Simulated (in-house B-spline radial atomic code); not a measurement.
# Tm⁴⁺: excited configurations

Aim: the energies of several excited configurations of Tm⁴⁺ above a reference configuration, each from its own self-consistent run.

Program: in-house B-spline radial atomic code version 1. Level of theory: Dirac-Hartree-Fock, average of configuration, Fermi nucleus, basis-set limit. These are calculated values, not measurements, unless marked.

## Step 1: The system

* element: thulium (Z = 69)
* charge: +4
* electrons: 65
* configuration: [Xe] 4f11
* Hamiltonian: Dirac-Coulomb
* nucleus: Fermi, rms radius 5.226 fm

The outer shells:

[Xe] 4f11
```
[Xe] core
4f [↑↓][↑↓][↑↓][↑↓][↑ ][↑ ][↑ ]
```

The boxes draw the filling by Hund's rule, which heavy ions in jj coupling don't follow; these runs average over all states of the configuration.

The run's settings:

```ini
Z = 69
electrons = 65.0
configuration = [Xe] 4f11
hamiltonian = dirac
method = hf
spin_polarised = False
nucleus = fermi
rms_radius = 5.2256
mass_number = 169
atomic_mass = 168.934218956
speed_of_light = 137.035999084
```

The reference is known from an earlier run: -13571.406483 hartree in all. Up to eight levels, counted from the top:

| orbital | occupation | energy (eV) | <r> (bohr) |
| --- | --- | --- | --- |
| 4p3/2 | 4 | -409.46 | 0.5357 |
| 4d3/2 | 4 | -260.24 | 0.5627 |
| 4d5/2 | 6 | -251.23 | 0.5735 |
| 5s1/2 | 2 | -113.82 | 1.201 |
| 5p1/2 | 2 | -84.832 | 1.314 |
| 5p3/2 | 4 | -77.661 | 1.397 |
| 4f5/2 | 4.71429 | -70.915 | 0.6919 |
| 4f7/2 | 6.28571 | -69.491 | 0.7012 |

## Step 2: Run with [Xe] 4f10 9d1

The run's settings:

```ini
Z = 69
electrons = 65.0
configuration = [Xe] 4f10 9d1
hamiltonian = dirac
method = hf
spin_polarised = False
nucleus = fermi
rms_radius = 5.2256
mass_number = 169
atomic_mass = 168.934218956
speed_of_light = 137.035999084
```

## Step 3: [Kr] 4d9 4f11 5s2 5p6 9d1

Changes to the settings of step 2:

```diff
@@ -2,3 +2,3 @@
 electrons = 65.0
-configuration = [Xe] 4f10 9d1
+configuration = [Kr] 4d9 4f11 5s2 5p6 9d1
 hamiltonian = dirac
```

## Step 4: [Kr] 4d9 4f11 5s2 5p6 8f1

Changes to the settings of step 3:

```diff
@@ -2,3 +2,3 @@
 electrons = 65.0
-configuration = [Kr] 4d9 4f11 5s2 5p6 9d1
+configuration = [Kr] 4d9 4f11 5s2 5p6 8f1
 hamiltonian = dirac
```

## Step 5: Run with [Kr] 4d9 4f11 5s2 5p6 5d1

Changes to the settings of step 4:

```diff
@@ -2,3 +2,3 @@
 electrons = 65.0
-configuration = [Kr] 4d9 4f11 5s2 5p6 8f1
+configuration = [Kr] 4d9 4f11 5s2 5p6 5d1
 hamiltonian = dirac
```

## Step 6: [Xe] 4f10 5g1

Changes to the settings of step 5:

```diff
@@ -2,3 +2,3 @@
 electrons = 65.0
-configuration = [Kr] 4d9 4f11 5s2 5p6 5d1
+configuration = [Xe] 4f10 5g1
 hamiltonian = dirac
```

## Step 7: Run with [Kr] 4d10 4f12 5s2 5p5

Changes to the settings of step 6:

```diff
@@ -2,3 +2,3 @@
 electrons = 65.0
-configuration = [Xe] 4f10 5g1
+configuration = [Kr] 4d10 4f12 5s2 5p5
 hamiltonian = dirac
```

**Question.** How far above the reference does each configuration lie (order and size, in eV)?

The runs gave:

| net move | configuration | energy above the reference (eV) | with Breit, QED, recoil (eV) | largest <r> (bohr) |
| --- | --- | --- | --- | --- |
| 5p → 4f | [Kr] 4d10 4f12 5s2 5p5 | 20.899 | 20.670 | 1.42 |
| 4f → 5g | [Xe] 4f10 5g1 | 50.513 | 50.676 | 5.46 |
| 4f → 9d | [Xe] 4f10 9d1 | 57.095 | 57.259 | 14.0 |
| 4d → 5d | [Kr] 4d9 4f11 5s2 5p6 5d1 | 201.14 | 200.98 | 1.81 |
| 4d → 9d | [Kr] 4d9 4f11 5s2 5p6 9d1 | 239.94 | 239.79 | 14.0 |
| 4d → 8f | [Kr] 4d9 4f11 5s2 5p6 8f1 | 240.00 | 239.85 | 13.4 |

Quantum defects of the promoted electron, δ = n − ζ/√(−2ε) with ζ = 5 and ε its orbital energy in hartree:

| promotion | δ |
| --- | --- |
| 4f → 9d | 2.059 |
| 4d → 9d | 2.061 |
| 4d → 8f | 1.029 |

**Reading.** The energies run from 20.899 eV (5p → 4f) to 240.00 eV (4d → 8f). Koopmans' estimate of the ionisation threshold is 69.491 eV; 3 configurations exceed it by over 2 % and could autoionise. Of those tabulated, the defect is largest for 9d (2.06) and least for 8f (1.03): low angular momentum penetrates the core, high angular momentum stays outside it. Two partly filled shells share a symmetry and can mix in the average, which may lower the energy, for: 4d → 5d; 4d → 9d; 4d → 8f. These are averages over configurations, without correlation, not spectroscopic levels.
